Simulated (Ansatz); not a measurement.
# CH5AlBClS: the cost of one run

The runs use Ansatz 0.2.0, Gaussian basis; the settings change from run to run.

## 1. The relaxed structure

An earlier PBE0-D4/def2-TZVP relaxation fixed the geometry.

10 atoms, charge 0, spin multiplicity 1.

Atoms are counted from 1 here; the program's logs count them from 0.

Bond lengths: C1–Al2 1.948 Å, C1–H6 1.092 Å, C1–H7 1.094 Å, C1–H8 1.096 Å, Al2–Cl3 2.113 Å, Al2–B4 2.118 Å, B4–S5 1.765 Å, B4–H9 1.195 Å, S5–H10 1.347 Å. Angles: Al2–C1–H6 111.7°, Al2–C1–H7 112.3°, Al2–C1–H8 110.4°, H6–C1–H7 108.2°, H6–C1–H8 107.1°, H7–C1–H8 106.9°, C1–Al2–Cl3 117.0°, C1–Al2–B4 123.5°, Cl3–Al2–B4 119.5°, Al2–B4–S5 120.6°, Al2–B4–H9 127.3°, S5–B4–H9 112.0°, B4–S5–H10 101.2°.

As a file:

```
C    -0.22391   -1.50466   -0.67506
Al    0.41428   -0.37434    0.77723
Cl    1.46495   -1.32641    2.34345
B     0.16033    1.72794    0.81992
S    -0.45287    2.58876   -0.59355
H    -0.29188   -2.55164   -0.37106
H    -1.20492   -1.19129   -1.04495
H     0.46630   -1.45917   -1.52542
H     0.39912    2.46878    1.72694
H    -0.64840    1.57092   -1.45441
```

## 2. LC-wPBE/6-31++G**

Set apart from the defaults: unrestricted orbitals, atoms shaken by 0.03 Å, density fitting with cc-pVTZ-jkfit, high accuracy.

Input file in.yaml:

```yaml
crystal:
  periodic: [false, false, false]
  atoms:
    - {symbol: C, position_ang: [-0.232177, -1.519897, -0.661616]}
    - {symbol: Al, position_ang: [0.380901, -0.393828, 0.758174]}
    - {symbol: Cl, position_ang: [1.443422, -1.306967, 2.317983]}
    - {symbol: B, position_ang: [0.194583, 1.731687, 0.813144]}
    - {symbol: S, position_ang: [-0.463531, 2.557640, -0.625492]}
    - {symbol: H, position_ang: [-0.280808, -2.599229, -0.410535]}
    - {symbol: H, position_ang: [-1.235121, -1.178164, -1.054099]}
    - {symbol: H, position_ang: [0.442549, -1.452073, -1.537002]}
    - {symbol: H, position_ang: [0.383322, 2.462829, 1.698351]}
    - {symbol: H, position_ang: [-0.668196, 1.559700, -1.448925]}
basis:
  gaussian: {orbitals: "6-31++G**", fitting: {mean_field: cc-pVTZ-jkfit}}
magnetization: {spin_polarized: true, initial_magnetization: 0}
hamiltonian: {xc: {name: LC-wPBE}}
accuracy: high
output: {forces: true}
```

The run is started by

```console
ansatz run in.yaml --threads 4 --pin off --events-out ev --progress --plain --max-ram 10444MiB
```

What time and memory should one allow on 4 threads of Arm Neoverse N1, shared host?

About 13 s, with a peak of 0.51 GiB.
